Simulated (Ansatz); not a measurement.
**B₂H₅NO: small, medium and large basis sets**

An exercise on one series of results from a longer session: the logs are not shown, and one member is left open.

Computed with Ansatz 0.2.0, Gaussian basis. Level: one geometry, several basis sets.

Plan: PBE0-D4/def2-SVP; ωB97M-V/def2-SVP; PBE0-D4/def2-QZVPP; ωB97M-V/def2-QZVPP; the functionals' def2-TZVPP values are taken from earlier runs.

**Structure used throughout**

An earlier PBE0-D4 in a triple-zeta def2 set relaxation fixed the geometry.

SMILES `BB(N)O`, 9 atoms, charge 0, spin multiplicity 1.

Atoms are counted from 1 here; the program's logs count them from 0.

Bond lengths: B1–B2 1.706 Å, B1–H5 1.200 Å, B1–H6 1.202 Å, B2–N3 1.404 Å, B2–O4 1.380 Å, N3–H7 1.003 Å, N3–H8 1.007 Å, O4–H9 0.957 Å. Angles: B2–B1–H5 122.7°, B2–B1–H6 121.9°, H5–B1–H6 115.4°, B1–B2–N3 120.3°, B1–B2–O4 123.4°, N3–B2–O4 116.3°, B2–N3–H7 122.9°, B2–N3–H8 122.7°, H7–N3–H8 114.4°, B2–O4–H9 112.6°.

Coordinates:

```mol
B2H5NO
  3D, bonds by distance, orders not assigned

  9  8  0  0  0  0  0  0  0  0999 V2000
    0.1046    1.2509   -0.6393 B   0  0
   -0.1046   -0.1711    0.2789 B   0  0
    0.4877   -1.3748   -0.1351 N   0  0
   -0.8703   -0.2302    1.4258 O   0  0
    1.1326    1.5145   -1.1999 H   0  0
   -0.7785    2.0549   -0.7758 H   0  0
    1.1232   -1.4313   -0.9093 H   0  0
    0.3145   -2.2532    0.3266 H   0  0
   -1.3206    0.5941    1.6109 H   0  0
  1  2  8  0
  2  3  8  0
  2  4  8  0
  1  5  8  0
  1  6  8  0
  3  7  8  0
  3  8  8  0
  4  9  8  0
M  END
```

The first run:

Input file in.yaml:

```yaml
crystal:
  periodic: [false, false, false]
  atoms:
    - {symbol: B, position_ang: [0.104593, 1.250895, -0.639342]}
    - {symbol: B, position_ang: [-0.104551, -0.171074, 0.278908]}
    - {symbol: N, position_ang: [0.487682, -1.374806, -0.135110]}
    - {symbol: O, position_ang: [-0.870310, -0.230217, 1.425826]}
    - {symbol: H, position_ang: [1.132551, 1.514467, -1.199886]}
    - {symbol: H, position_ang: [-0.778501, 2.054876, -0.775767]}
    - {symbol: H, position_ang: [1.123237, -1.431286, -0.909250]}
    - {symbol: H, position_ang: [0.314504, -2.253247, 0.326642]}
    - {symbol: H, position_ang: [-1.320603, 0.594091, 1.610879]}
basis:
  gaussian: {orbitals: def2-SVP}
hamiltonian: {xc: pbe0, dispersion: d4}
output: {orbitals: {seedname: orbitals}}
```

On the command line:

```bash
$ ansatz run in.yaml --threads 2 --pin off --events-out ev --progress --plain --max-ram 4352MiB
```

Steps of the session up to this table: PBE0-D4 in def2-SVP; ωB97M-V in def2-SVP; PBE0-D4 in def2-QZVPP; ωB97M-V in def2-QZVPP.

One of the session's tables, all rows but one given; the rest of the session is left out.

It belongs to the step «Functionals by basis». 

| functional | basis | HOMO (eV) | LUMO (eV) |
| --- | --- | --- | --- |
| PBE0-D4 | def2-SVP | -7.49 | -1.90 |
| PBE0-D4 | def2-TZVPP | -7.74 | -2.06 |
| PBE0-D4 | def2-QZVPP | -7.79 | -2.09 |
| ωB97M-V | def2-SVP | -9.83 | 0.17 |
| ωB97M-V | def2-TZVPP | ? | ? |
| ωB97M-V | def2-QZVPP | -10.14 | -0.19 |

Estimate the missing values for ωB97M-V, def2-TZVPP.

**Answer.** HOMO (eV): -10.10; LUMO (eV): -0.12. In the column «HOMO (eV)» it lies between ωB97M-V, def2-QZVPP (-10.14) and ωB97M-V, def2-SVP (-9.83).
